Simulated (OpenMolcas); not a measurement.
# Yb³⁺: RASSCF terms and fine-structure levels

Wanted: the level scheme of Yb³⁺ from active-space wave functions.

Program: OpenMolcas 26.06. Level of theory: state-averaged RASSCF, spin-orbit coupling by RASSI with atomic mean-field integrals. These are calculated values, not measurements, unless marked.

2 further runs of the same task are left out: 2 set aside as unsound or not needed.

### 1 The atom as given

| Quantity | Value |
| --- | --- |
| Species | Yb³⁺ (ytterbium, Z = 70, 67 electrons) |
| Basis | ANO-RCC-VTZP [8s7p5d3f2g1h], 104 functions |
| Scalar Hamiltonian | DKH2, point nucleus |
| Inactive shells | 1s 2s 2p 3s 3p 3d 4s 4p 4d 5s 5p |
| Active space | 13 electrons in 12 orbitals (RAS2 4f; RAS3 5d, at most 1 electrons) |
| Some configurations of this space | 4f¹² 5d, 4f¹³ |
| Orbitals | optimised for each spin and parity, averaged over all roots |

Outer shells as boxes (Hund's rule):

4f12 5d
```
4f [↑↓][↑↓][↑↓][↑↓][↑↓][↑ ][↑ ]
5d [↑ ][  ][  ][  ][  ]
```

4f13
```
4f [↑↓][↑↓][↑↓][↑↓][↑↓][↑↓][↑ ]
```

Each step is its own input file, run in one work folder so that later steps find the files of earlier ones. Labels, J, g values, rates, χT and fits are worked out afterwards by a script from the matrices that RASSI stores.

### 2 Basis and integrals

The input, a.inp:

```
&GATEWAY
Coord
1

Yb 0.0 0.0 0.0
Basis=ANO-RCC-VTZP
Group=XYZ
NoMove
AngMom=0.0 0.0 0.0
AMFI
&SEWARD
```

Started as:

```
OMP_NUM_THREADS=1 MOLCAS_MEM=2816 MOLCAS_PROJECT=a pymolcas a.inp > a.log
```

### 3 Reference wave functions, doublets of odd parity, 7 roots

The input, a.inp:

```
&RASSCF
FileOrb=start.orb
Symmetry=2
Spin=2
nActEl=13 0 1
Inactive=15 12
Ras2=0 7
Ras3=5 0
CIRoot=7 7 1
SDav=7
CIMx=300
Iter=120 100
PrWF=0.3
OrbListing=Nothing
MaxOrb=0
Thrs=2.0e-7 1.0e-1 5.0e-4
Atom
>>> COPY $Project.JobIph JOB001
```

start.orb holds the contracted functions of the basis, ordered by shell, or the orbitals of the step before.

### 4 Reference wave functions, quartets of even parity, 105 roots

The input, a.inp:

```
&RASSCF
FileOrb=start.orb
Symmetry=1
Spin=4
nActEl=13 0 1
Inactive=15 12
Ras2=0 7
Ras3=5 0
CIRoot=105 105 1
SDav=105
CIMx=300
Iter=120 100
PrWF=0.3
OrbListing=Nothing
MaxOrb=0
Thrs=2.0e-7 1.0e-1 5.0e-4
Atom
>>> COPY $Project.JobIph JOB002
```

### 5 RASSCF: doublets of even parity, 142 roots

The input, a.inp:

```
&RASSCF
FileOrb=start.orb
Symmetry=1
Spin=2
nActEl=13 0 1
Inactive=15 12
Ras2=0 7
Ras3=5 0
CIRoot=142 142 1
SDav=245
CIMx=300
Iter=120 100
PrWF=0.3
OrbListing=Nothing
MaxOrb=0
Thrs=2.0e-7 1.0e-1 5.0e-4
Atom
CIOnly
>>> COPY $Project.JobIph JOB003
```

### 6 RASSI: spin-orbit coupling between the states

The input, a.inp:

```
&RASSI
NrOfJobIphs=3 7 95 128
1 2 3 4 5 6 7
1 2 3 4 5 6 7 8 9 10 11 12 13 14 15 16 17 18 19 20 21 22 23 24 25 26 27
28 29 30 31 32 33 34 35 36 37 38 39 40 41 42 43 44 45 46 47 48 49 50 51
52 53 54 55 56 57 58 59 60 61 62 63 64 65 66 67 68 69 70 71 72 73 74 75
76 77 78 79 80 81 82 83 84 85 86 87 88 89 90 91 92 93 94 95
1 2 3 4 5 6 7 8 9 10 11 12 13 14 15 16 17 18 19 20 21 22 23 24 25 26 27
28 29 30 31 32 33 34 35 36 37 38 39 40 41 42 43 44 45 46 47 48 49 50 51
52 53 54 55 56 57 58 59 60 61 62 63 64 65 66 67 68 69 70 71 72 73 74 75
76 77 78 79 80 81 82 83 84 85 86 87 88 89 90 91 92 93 94 95 96 97 98 99
100 101 102 103 104 105 106 107 108 109 110 111 112 113 114 115 116 117
118 119 120 121 122 123 124 125 126 127 128
IphNames
JOB001
JOB002
JOB003
EJob
SpinOrbit
DIPRint=1.0
SOCoupling=1000.0
Subsets=2
Property=9
'ANGMOM' 1 'ANGMOM' 2 'ANGMOM' 3 'MLTPL  1' 1 'MLTPL  1' 2 'MLTPL  1' 3
'AMFI' 1 'AMFI' 2 'AMFI' 3
SOProperty=3
'ANGMOM' 1 'ANGMOM' 2 'ANGMOM' 3
```

(Steps that only read results are left out.)

What does the calculation give? Wanted: lowest level; first excited level; lowest level of another term; spin-orbit lowering of the lowest level; strongest of the lines computed, by gA, at RASSCF energies.

As calculated:

| quantity | value |
| --- | --- |
| method | RASSCF |
| lowest level | 4f¹³ ²F°_7/2, 100 % of that term, g = 1.143 |
| ground level listed by NIST | 2F°7/2 |
| first excited level | 4f¹³ ²F°_5/2 at 1.2772 eV |
| lowest level of another term | 4f¹² 5d ⁴F_9/2(1) at 7.1623 eV |
| spin-orbit lowering of the lowest level | 0.5474 eV |
| strongest of the lines computed, by gA, at RASSCF energies | 4f¹² 5d ²F_7/2(1) → 4f¹³ ²F°_7/2, 136.7 nm, A = 1.49e+07 s⁻¹ |

The multiplet ²F° is inverted. The computed levels miss the measured ones by 14000 cm⁻¹ on average. Only the configurations of the active space and the roots asked for are present. The doublets rest on orbitals optimised for another spin in at least one step, which raises them against the optimised states. Not all states of the active space went into the spin-orbit step. Without dynamic correlation the f → d energies can be off by 10000 cm-1. Only valence configurations of the active space appear, up to the ionisation limit; * or ° marks odd parity.
